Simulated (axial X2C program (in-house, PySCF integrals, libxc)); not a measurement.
# FTaF⁻: bond lengths and stretches, held linear

An exercise on one series of results from a longer session: the logs are not shown, and one member is left open.

Computed with an in-house X2C program for linear molecules on PySCF integrals. Level: all-electron X2C, two-component (2c) or spin-free, F dyall-av3z, Ta dyall-v3z.

All values are calculated.

2 further runs of the same task are left out: 2 set aside as unsound or not needed.

The first run:

File task.json:

```json
{"zs": [9, 73, 9], "q": -1, "bas": ["dyall-av3z", "dyall-v3z", "dyall-av3z"], "r0": [2.1, 2.1], "symm": 1, "scan": ["PBE0", "HF", "r2SCAN"], "levels": ["PBE0", "HF", "LDA"], "nst": 2}
```

Keys: zs atomic numbers; q charge; bas basis sets; r0 starting distance in Å; symm equal bonds; scan levels of the two-bond scan (MP2 follows by itself at each HF point); levels methods; nst determinants followed.

The run is started by

```sh
$ python solin.py task.json out
```

Masses F 18.998, Ta 180.948, F 18.998 u.

Steps of the session up to this table: Scan at PBE0, 2c; Scan at HF, 2c; Scan at r2SCAN, 2c.

One table of the session follows, with a row left open; its other results are not shown here.

| level | r(F–Ta) (Å) | r(Ta–F) (Å) | lower stretch (cm⁻¹) | upper stretch (cm⁻¹) |
| --- | --- | --- | --- | --- |
| PBE0, 2c | 1.902 | 1.902 | 587.7 | 614.9 |
| HF, 2c | 1.919 | 1.919 | 589.2 | 613.0 |
| r2SCAN, 2c | 1.902 | 1.902 | 591.0 | 617.4 |
| MP2, 2c | 1.913 | 1.913 | 583.4 | 615.2 |
| PBE0, spin-free | 1.902 | 1.902 | 589.2 | 617.1 |
| HF, spin-free | ? | ? | ? | ? |
| r2SCAN, spin-free | 1.902 | 1.902 | 592.4 | 619.1 |
| MP2, spin-free | 1.913 | 1.913 | 583.6 | 617.3 |

Q: Estimate the row for HF, spin-free from the others.

**Answer.** r(F–Ta) (Å): 1.919; r(Ta–F) (Å): 1.919; lower stretch (cm⁻¹): 591.3; upper stretch (cm⁻¹): 614.7.

Scans not shown above were run alike.

To keep in mind: For an anion the highest level of a functional can be positive, and the basis then holds the extra electron. The molecule was held linear; bending was not examined, so a bent shape may lie lower.
